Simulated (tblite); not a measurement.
# C38H36: the cost of one run

Programs: tblite 0.8.0 and PySCF 2.14.0, with routines of our own; each step states its level. All values are computed. Atoms count from 0.

### Step 1. The starting structure

74 atoms, charge 0, multiplicity 1; geometry from: force field, distance geometry or constructed start.

### Step 2. Geometry optimisation with GFN2-xTB

What the job is given:

```
{"job": {"kind": "relax", "xc": "GFN2-xTB", "basis": "xTB"}, "charge": 0, "multiplicity": 1}
C      1.529800    -3.697200     2.457700
C      1.430200    -2.187500     2.673900
C      1.113500    -1.402500     1.391900
C      0.818200     0.085700     1.744100
C      0.378000     0.984100     0.571200
C     -0.868400     0.461000    -0.202700
C     -2.126100     0.105400     0.618000
C     -2.867100     1.327000     1.169500
C     -3.054000    -0.756500    -0.231800
C     -3.736100    -0.229400    -1.337400
C     -4.567300    -1.039900    -2.118000
C     -4.740800    -2.397900    -1.808100
C     -5.573400    -3.221900    -2.575900
C     -5.727500    -4.572600    -2.264600
C     -5.062700    -5.106300    -1.167400
C     -4.232300    -4.301800    -0.383400
C     -4.058800    -2.940600    -0.696000
C     -3.227500    -2.118100     0.075100
C      0.266400     2.472600     0.915900
C      0.170100     2.955500     2.225800
C      0.068100     4.330800     2.479400
C      0.076500     5.259100     1.429800
C     -0.017200     6.642500     1.678100
C     -0.012500     7.545000     0.613100
C      0.103100     7.095100    -0.694200
C      0.194500     5.722600    -0.947500
C      0.188700     4.796000     0.102200
C      0.283800     3.411800    -0.133800
C      2.209700    -1.544100     0.349200
C      1.943200    -2.200900    -0.853300
C      2.940100    -2.341900    -1.828700
C      4.222900    -1.830800    -1.614600
C      5.233700    -1.964900    -2.583600
C      6.514300    -1.452300    -2.350400
C      6.796800    -0.796500    -1.161500
C      5.802700    -0.656400    -0.190400
C      4.510900    -1.170200    -0.404900
C      3.501700    -1.034600     0.564500
H      2.368400    -3.961500     1.812300
H      1.665900    -4.203000     3.417800
H      0.606200    -4.084200     2.010500
H      0.649100    -2.013500     3.423800
H      2.373900    -1.835400     3.127000
H      0.186800    -1.831700     0.983800
H      0.042700     0.101500     2.531800
H      1.712000     0.520100     2.210600
H      1.211600     0.950400    -0.153900
H     -0.548200    -0.437000    -0.740000
H     -1.138400     1.172200    -0.991200
H     -1.831500    -0.500500     1.488800
H     -3.845900     1.031500     1.584400
H     -3.038600     2.080600     0.393700
H     -2.311400     1.794100     1.979100
H     -3.620600     0.816400    -1.614800
H     -5.076900    -0.599900    -2.967100
H     -6.101500    -2.815500    -3.439100
H     -6.370200    -5.205800    -2.870400
H     -5.181200    -6.154200    -0.918300
H     -3.716400    -4.742800     0.465900
H     -2.702800    -2.536700     0.929400
H      0.148300     2.281700     3.076500
H     -0.007700     4.663400     3.507200
H     -0.104900     7.013700     2.689600
H     -0.084600     8.618100     0.816300
H      0.119300     7.803400    -1.517900
H      0.282400     5.386900    -1.978700
H      0.383500     3.061100    -1.162200
H      0.956200    -2.612300    -1.050400
H      2.690900    -2.861900    -2.760000
H      5.028700    -2.475200    -3.516400
H      7.283300    -1.564500    -3.107700
H      7.787700    -0.400200    -0.976600
H      6.044600    -0.145800     0.744500
H      3.728000    -0.523400     1.503200
```

The run is started by

```bash
$ OMP_NUM_THREADS=2 python large_run.py task.json out
```

This one command runs all jobs of the session in turn.

**Question.** How long does this first job take on 2 threads of Intel Xeon 6975P-C, shared host, and how much memory does it need?

About 3.5 s, with a peak of 0.19 GiB.
